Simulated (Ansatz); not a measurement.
Run this with Ansatz 0.2.0 through its Python package and show what comes out.

`POSCAR_nbzn3`
```text
NbZn3
1.0
   3.93400000    0.00000000    0.00000000
   0.00000000    3.93400000    0.00000000
   0.00000000    0.00000000    3.93400000
Nb Zn
1 3
Direct
   0.00000000    0.00000000    0.00000000
   0.00000000    0.50000000    0.50000000
   0.50000000    0.00000000    0.50000000
   0.50000000    0.50000000    0.00000000
```

Script `scf.py`:
```python
"""SCF run for NbZn3."""

from collections import Counter
from pathlib import Path

import ansatz as az
from ase.io import read
import numpy as np
from pymatgen.core import Structure
from scipy.ndimage import map_coordinates

atoms = read("POSCAR_nbzn3", format="vasp")
crystal = az.Crystal.from_ase(atoms)

# the calculation
calc = crystal.calculation()
calc = calc.functional("lda").basis(510)
calc = calc.kpoints(mesh=(7, 7, 7))
calc = calc.occupations("fermi_dirac")
calc = calc.compute(density=True, potential=True, electron_localization_function=True, output_files={"volumetric_format": "npy"}, band_table=True, stress=True)
out = calc.run(threads=1)
data = out.report

print(f"free energy      {data['free_energy_ev']:.5f} eV")
print(f"per atom         {data['free_energy_ev'] / len(out.lattice.sites):.5f} eV")
print(f"SCF iterations   {data['n_iterations']}  (converged: {data['converged']})")

final = Structure(out.lattice.cell_ang, [s.symbol for s in out.lattice.sites], [s.position_frac for s in out.lattice.sites])
# smooth valence density along the shortest bond of atom 0
rho = out.density()
total = sum(channel.density_e_per_ang3 for channel in rho.channels[:2])
grid_cell = np.asarray(rho.fft_grid_basis) @ out.lattice.cell_ang
partner = min(final.get_neighbors(final[0], 5.0), key=lambda n: n.nn_distance)
line = np.linspace(final[0].coords, partner.coords, 13)
points = (line @ np.linalg.inv(grid_cell)) * rho.dims
values = map_coordinates(total, points.T, order=3, mode="grid-wrap")
print(f"from {final[0].specie} to {partner.specie}, {partner.nn_distance:.3f} A")
for t, value in zip(np.linspace(0, partner.nn_distance, 13), values):
    print(f"{t:7.3f} A  {value:9.4f} e/A^3")

folder = Path(out.write_results("fields"))
print("densities in e/A^3, potentials in eV, ELF without unit")
for name in sorted(p.name for p in folder.glob("*.npy")):
    field = np.load(folder / name)
    print(f"{name:16s} {str(field.shape):16s} min {field.min():10.4f}  mean {field.mean():10.4f}  max {field.max():10.4f}")

told = Counter((n["data"]["severity"], n["data"]["kind"]) for n in out.notices if n["event"] == "notice")
for (severity, kind), count in sorted(told.items()):
    print(f"{severity:8s} {kind} x{count}")

gap = None if "band_edges_ev" not in data else data["band_edges_ev"][1] - data["band_edges_ev"][0]
print("gap on the k mesh:", "withheld (metal, or smearing too wide to tell)" if gap is None else f"{gap:.3f} eV")
print("lowest empty less highest filled band, by band count:", round(data["gap_by_band_count_ev"], 3), "eV")

# the stress is positive in compression
stress = np.array(data["stress_gpa"])
print(f"pressure {np.trace(stress) / 3:.3f} GPa")
print("stress tensor, GPa, positive in compression")
print(np.round(stress, 3) + 0.0)
```

```console
$ python scf.py
free energy      -14182.01709 eV
per atom         -3545.50427 eV
SCF iterations   7  (converged: True)
from Nb to Zn, 2.782 A
  0.000 A     4.2402 e/A^3
  0.232 A     5.0056 e/A^3
  0.464 A     4.7061 e/A^3
  0.695 A     2.4971 e/A^3
  0.927 A     0.8657 e/A^3
  1.159 A     0.3530 e/A^3
  1.391 A     0.2565 e/A^3
  1.623 A     0.2865 e/A^3
  1.855 A     0.4736 e/A^3
  2.086 A     1.1619 e/A^3
  2.318 A     5.4322 e/A^3
  2.550 A    25.3872 e/A^3
  2.782 A    45.7644 e/A^3
densities in e/A^3, potentials in eV, ELF without unit
elf.npy          (30, 30, 30)     min     0.0000  mean     0.2721  max     0.7797
rho.npy          (30, 30, 30)     min     0.0753  mean     0.8048  max    45.7644
v_es.npy         (30, 30, 30)     min   -87.8040  mean     5.2801  max    16.4540
v_tot.npy        (30, 30, 30)     min  -113.7829  mean    -6.8110  max     8.4969
audit    band_cg_iterations x1
audit    preconditioner_resolved x2
gap on the k mesh: withheld (metal, or smearing too wide to tell)
lowest empty less highest filled band, by band count: -2.452 eV
pressure -9.491 GPa
stress tensor, GPa, positive in compression
[[-9.491  0.     0.   ]
 [ 0.    -9.491  0.   ]
 [ 0.     0.    -9.491]]
```

Caveats:
- Absolute energies stand on the zero of these potentials, so only differences at equal settings mean something.
- For a metal this k-point mesh is coarse: on a finer one energies can move by several to tens of meV an atom and pressures by half a GPa or more, differences at one mesh by less.
- A gap by band count of zero or less means overlapping bands, a metal, and at an odd count of electrons it is no gap at all.
- Densities and potentials on the grid are those of the valence electrons, and inside the cores they hang on the potentials used.
- At these settings the cell as given stands under about -9 GPa, so it isn't at this functional's equilibrium volume.
- The starting cell is as deposited in a crystallographic database; the results hold for this polymorph, which needn't be the stable one.
- Levels are Kohn-Sham eigenvalues on this mesh, without spin-orbit coupling.
- It ran for 4.2 s on 1 thread of Arm Neoverse V2 (shared host), peak memory 0.47 GiB.
